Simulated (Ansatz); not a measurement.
Write a Python script for Ansatz 0.2.0, Python API that makes a rigid torsion scan of C2H6BN, SMILES BC(=C)N. Use (for the species named): PBE, 6-31G* basis, multiplicity 1.

```json
{"atom": "B", "x (Å)": "-1.3783", "y (Å)": "0.4107", "z (Å)": "-0.1565"}
{"atom": "C", "x (Å)": "0.0469", "y (Å)": "-0.0520", "z (Å)": "-0.0109"}
{"atom": "C", "x (Å)": "0.3911", "y (Å)": "-1.2102", "z (Å)": "-0.5606"}
{"atom": "N", "x (Å)": "1.0683", "y (Å)": "0.7571", "z (Å)": "0.7102"}
{"atom": "H", "x (Å)": "-2.2208", "y (Å)": "-0.1926", "z (Å)": "-0.7800"}
{"atom": "H", "x (Å)": "-1.7558", "y (Å)": "1.5016", "z (Å)": "0.3063"}
{"atom": "H", "x (Å)": "-0.2487", "y (Å)": "-1.8268", "z (Å)": "-1.0947"}
{"atom": "H", "x (Å)": "1.4801", "y (Å)": "-1.5488", "z (Å)": "-0.4479"}
{"atom": "H", "x (Å)": "1.9878", "y (Å)": "0.4506", "z (Å)": "0.8762"}
{"atom": "H", "x (Å)": "0.7125", "y (Å)": "1.6594", "z (Å)": "1.1608"}
```

The script, `c2h6bn_torsion.py`:
```python
"""Rigid torsion scan of C2H6BN."""

import ansatz as az
from ase import Atoms

atoms = Atoms(["B", "C", "C", "N", "H", "H", "H", "H", "H", "H"], positions=[
    [-1.3783, 0.4107, -0.1565],
    [0.0469, -0.052, -0.0109],
    [0.3911, -1.2102, -0.5606],
    [1.0683, 0.7571, 0.7102],
    [-2.2208, -0.1926, -0.78],
    [-1.7558, 1.5016, 0.3063],
    [-0.2487, -1.8268, -1.0947],
    [1.4801, -1.5488, -0.4479],
    [1.9878, 0.4506, 0.8762],
    [0.7125, 1.6594, 1.1608],
])

# start the scan from a relaxed geometry
first = (
    az.Crystal.molecule_from_ase(atoms).calculation()
    .basis(gaussian="6-31G*")
    .functional("pbe")
    .relax(force_tolerance=0.02, max_steps=80)
)
atoms.positions = first.run(threads=1, backend="cpu").report["positions_ang"]

start = atoms.get_dihedral(2, 1, 0, 4)
energies = {}
for turn in range(0, 360, 40):
    turned = atoms.copy()
    turned.set_dihedral(2, 1, 0, 4, start + turn, indices=[0, 4, 5])
    calculation = az.Crystal.molecule_from_ase(turned).calculation()
    calculation = calculation.basis(gaussian="6-31G*").functional("pbe")
    energies[round((start + turn) % 360)] = calculation.run(threads=1, backend="cpu").report["free_energy_ev"]
floor = min(energies.values())
print("dihedral C2-C1-B0-H4 (deg)   E - E(min) (kcal/mol)")
for angle, e in sorted(energies.items()):
    print(f"{angle:8d} {23.060548 * (e - floor):14.3f}  " + "#" * int(30 * (e - floor) / max(max(energies.values()) - floor, 1e-9)))
```

```console
$ python c2h6bn_torsion.py
dihedral C2-C1-B0-H4 (deg)   E - E(min) (kcal/mol)
      33          4.184  ##########
      73         11.791  #############################
     113          8.454  #####################
     153          1.189  ##
     193          1.197  ###
     233          8.411  #####################
     273         11.894  ##############################
     313          4.211  ##########
     353          0.000
```

The settings weren't tested for convergence. The scan is rigid and the energies are electronic, in a modest basis. With rigid groups the curve can differ much from the relaxed path, the start wasn't checked as a minimum of this torsion, and equivalent turns needn't return to the same energy. It ran for 30 s on 1 thread of Arm Neoverse V2, with other jobs on the host, peak memory 0.21 GiB.

(Lines on the test bed's own set-up are left out of the output.)
